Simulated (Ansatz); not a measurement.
# C3H6Br: the cost of one run

Computed with the Python package of Ansatz 0.2.0. Level of theory: r2SCAN0/cc-pVDZ.

## 1. The system

Bond lengths: C1–C2 1.525 Å, C2–C3 1.525 Å, C2–Br4 1.941 Å, C1–H5 1.110 Å, C1–H6 1.110 Å, C1–H7 1.111 Å, C3–H8 1.111 Å, C3–H9 1.110 Å, C3–H10 1.110 Å. Angles (14 of 15 angles, heavy atoms first): C1–C2–C3 111.6°, C1–C2–Br4 110.3°, C3–C2–Br4 110.3°, C2–C1–H5 109.6°, C2–C1–H6 110.0°, C2–C1–H7 110.5°, C2–C3–H8 110.5°, C2–C3–H9 109.6°, C2–C3–H10 110.0°, H5–C1–H6 108.4°, H5–C1–H7 109.0°, H6–C1–H7 109.3°, H8–C3–H9 109.1°, H8–C3–H10 109.3°.

No structure file is read: the coordinates are typed or built in the script.

## 2. The code

c3h6br_tae.py reads:

```python
"""Energy to split C3H6Br into its atoms."""

from collections import Counter

import ansatz as az


def total_energy(molecule, charge=0, unpaired=0):
    calc = molecule.calculation().basis(gaussian="cc-pVDZ").functional("R2SCAN0")
    if charge:
        calc = calc.charge(charge)
    if unpaired:
        calc = calc.spin("collinear", total=unpaired)
    report = calc.run(threads=1).report
    if report["published_state_doubts"]:
        print("  doubts:", report["published_state_doubts"])
    return report["free_energy_ev"]

GEOMETRY = """
C    -1.19510    0.23220   -0.39840
C    -0.03490    0.41130    0.57490
C     1.27770   -0.09070   -0.01720
Br   -0.41170   -0.50260    2.24540
H    -2.12520    0.63500    0.05400
H    -0.99310    0.78940   -1.33740
H    -1.34310   -0.84320   -0.63480
H     1.21420   -1.17710   -0.24050
H     2.10190    0.08310    0.70560
H     1.50950    0.46270   -0.95160
"""

geometry = az.Crystal.molecule()
for line in GEOMETRY.strip().splitlines():
    symbol, *xyz = line.split()
    geometry = geometry.atom(symbol, [float(v) for v in xyz])

# unpaired electrons of the ground-state atoms
unpaired = {"C": 2, "Br": 1, "H": 1}
counts = Counter(site.symbol for site in geometry.cartesian_sites)
atom_energy = {s: total_energy(az.Crystal.molecule().atom(s, (0, 0, 0)), 0, unpaired[s]) for s in counts}
whole = total_energy(geometry, 0, 1)
for s, e in atom_energy.items():
    print(f"{s:2s} x{counts[s]}  {e:14.5f} eV")
print(f"C3H6Br: {whole:.5f} eV")
split = sum(counts[s] * e for s, e in atom_energy.items()) - whole
print(f"atomisation energy (no zero-point term): {96.485332 * split:.1f} kJ/mol, {split / sum(counts.values()):.3f} eV an atom")
```

## 3. What the engine is handed

The package turns the script's settings into the engine's input (first run):

```yaml
crystal:
  periodic: [false, false, false]
  atoms:
    - { symbol: C, position_ang: [0.0, 0.0, 0.0] }
basis:
  gaussian:
    orbitals: cc-pVDZ
hamiltonian:
  xc: r2scan0
magnetization:
  spin_polarized: true
  initial_magnetization: 2.0
```

## 4. The run

Command:

```sh
$ python c3h6br_tae.py
```

Q: Estimate wall time and peak memory on 1 thread of Arm Neoverse V1, shared host.

About 17 s, with a peak of 0.4 GiB.
